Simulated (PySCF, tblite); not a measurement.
# C5H8O2: geometry, infrared bands, NMR shifts, spin-spin couplings, electronic excitations and core binding energies

Wanted: the infrared bands, NMR shifts, spin-spin couplings, electronic excitations and core binding energies of C5H8O2 (`CC[C@H]1OCC1=O`), by calculation.

Programs: tblite 0.8.0 and PySCF 2.14.0, with density-fitted response routines of our own. Each step states its level of theory. These are calculated values for one molecule in the gas phase, unless marked as measured. Atoms count from 0, in the outputs and in this text.

## Step 1: Starting geometry

15 atoms, charge 0, multiplicity 1; geometry from: GFN2-xTB.

Bonds of the start (Å): C0–C1 1.52, C1–C2 1.53, C2–O3 1.44, O3–C4 1.43, C4–C5 1.51, C5–O6 1.19, C5–C2 1.51, C0–H7 1.09, C0–H8 1.09, C0–H9 1.09, C1–H10 1.09, C1–H11 1.09, C2–H12 1.10, C4–H13 1.09, C4–H14 1.09.

## Step 2: Infrared spectrum with GFN2-xTB

The job: settings as JSON, then the geometry in Å.

```
{"job": {"kind": "ir", "xc": "GFN2-xTB", "basis": "xTB"}, "charge": 0, "multiplicity": 1}
C     -1.964149     0.420073     0.214490
C     -1.013193    -0.042866    -0.881162
C      0.246569    -0.662071    -0.281403
O      1.239860    -1.044882    -1.250521
C      2.219988    -0.147024    -0.723264
C      1.235465     0.310978     0.326862
O      1.232089     1.108282     1.215077
H     -2.283247    -0.420312     0.827062
H     -2.845159     0.879394    -0.225938
H     -1.475573     1.148996     0.856444
H     -1.489634    -0.790138    -1.518026
H     -0.724915     0.801195    -1.511234
H     -0.014095    -1.502898     0.372316
H      2.528043     0.615254    -1.444476
H      3.103537    -0.665993    -0.341416
```

**Question.** This job is followed by: PBE0-D3(BJ)/def2-SVP geometry optimisation, gas phase; GIAO PBE0/pcSseg-1 NMR shielding, non-relativistic, gas phase; B3LYP/pcJ-1 indirect spin-spin coupling, non-relativistic, gas phase; TDDFT wB97X-D/def2-SVPD, vertical, gas phase, core orbitals frozen in the response; GIAO wB97X-D/pcSseg-2 NMR shielding, non-relativistic, gas phase; delta-SCF UKS SCAN, pcX-2 on the ionised atom, pcseg-1 elsewhere, spin-free X2C. What will the session give for the following? strongest single infrared mode (GFN2-xTB); zero-point energy (GFN2-xTB); point group; rotational constants (main isotopes); ¹³C shifts against TMS (PBE0/pcSseg-1); ¹H shifts against TMS (PBE0/pcSseg-1, means over atoms taken as alike); ¹⁷O shifts against H2O (PBE0/pcSseg-1); largest coupling of the table (B3LYP/pcJ-1); lowest singlet (wB97X-D/def2-SVPD); brightest single state of those computed; lowest triplet; vertical ionisation energy (ΔSCF); C1s binding energies, SCAN/pcX-2; O1s binding energies, SCAN/pcX-2; range of the shift of O6.

The runs gave:

| quantity | value |
| --- | --- |
| strongest single infrared mode (GFN2-xTB) | 1878 cm⁻¹, 430 km/mol |
| zero-point energy (GFN2-xTB) | 76.1 kcal/mol |
| point group | C1 |
| rotational constants (main isotopes) | 4.15, 2.31, 1.61 GHz |
| ¹³C shifts against TMS (PBE0/pcSseg-1) | 212.6, 105.5, 89.7, 28.1, 9.2 ppm |
| ¹H shifts against TMS (PBE0/pcSseg-1, means over atoms taken as alike) | 5.21, 5.15, 4.99, 1.76, 1.63, 0.99 ppm |
| ¹⁷O shifts against H2O (PBE0/pcSseg-1) | 644.9, 22.2 ppm |
| largest coupling of the table (B3LYP/pcJ-1) | ¹J(C,H) C4–H13, 156.1 Hz |
| lowest singlet (wB97X-D/def2-SVPD) | 4.33 eV (286 nm), f = 0.000 |
| brightest single state of those computed | state 10, 8.58 eV, f = 0.038 |
| lowest triplet | 3.82 eV |
| vertical ionisation energy (ΔSCF) | 9.85 eV |
| C1s binding energies, SCAN/pcX-2 | C5 293.64, C4 292.51, C2 292.33, C1 291.03, C0 290.88 eV |
| O1s binding energies, SCAN/pcX-2 | O3 538.49, O6 538.33 eV |
| range of the shift of O6 | 631.1 to 644.9 ppm |

No mode is imaginary among the 39: a minimum at this level. The strongest single mode, at 1878 cm⁻¹, moves mainly C5 and O6. Unscaled tight-binding wavenumbers are off by several per cent, some by more. Its intensities can rank the bands wrongly. Relaxing lowered the energy by 0.034 eV in 3 steps; the close pair that moved most is C0–H7, from 1.088 to 1.101 Å. At PBE0/pcSseg-1: The widest tensor belongs to O6: span 1156 ppm, with a paramagnetic part of -710 ppm. In the run at B3LYP/pcJ-1, the largest coupling of the table is C4–H13, 156.1 Hz, of which the Fermi-contact term gives 155.2 Hz. Couplings across rotatable bonds belong to this one conformer; where others are populated, the observed values are averages. The first singlet state (HOMO→LUMO 0.96) lies at 4.33 eV and is dark; of the 10 states computed, the strongest absorption comes from state 10 at 8.58 eV (the last computed, so partners may be missing). The lowest triplet lies 0.51 eV below the lowest singlet (triplets in Tamm-Dancoff, singlets in full TDDFT). C5 (ketone carbonyl carbon) binds its C1s electron 2.76 eV more tightly than C0 (methyl carbon). The O1s levels kept as sound span 0.17 eV, from O6 (ketone oxygen) up to O3 (ether oxygen). In ppm, O6 moves most: its shift spreads over 13.8 ppm, from 631.1 (wB97X-D/pcSseg-2) to 644.9 (PBE0/pcSseg-1). Part of that comes from the computed reference.
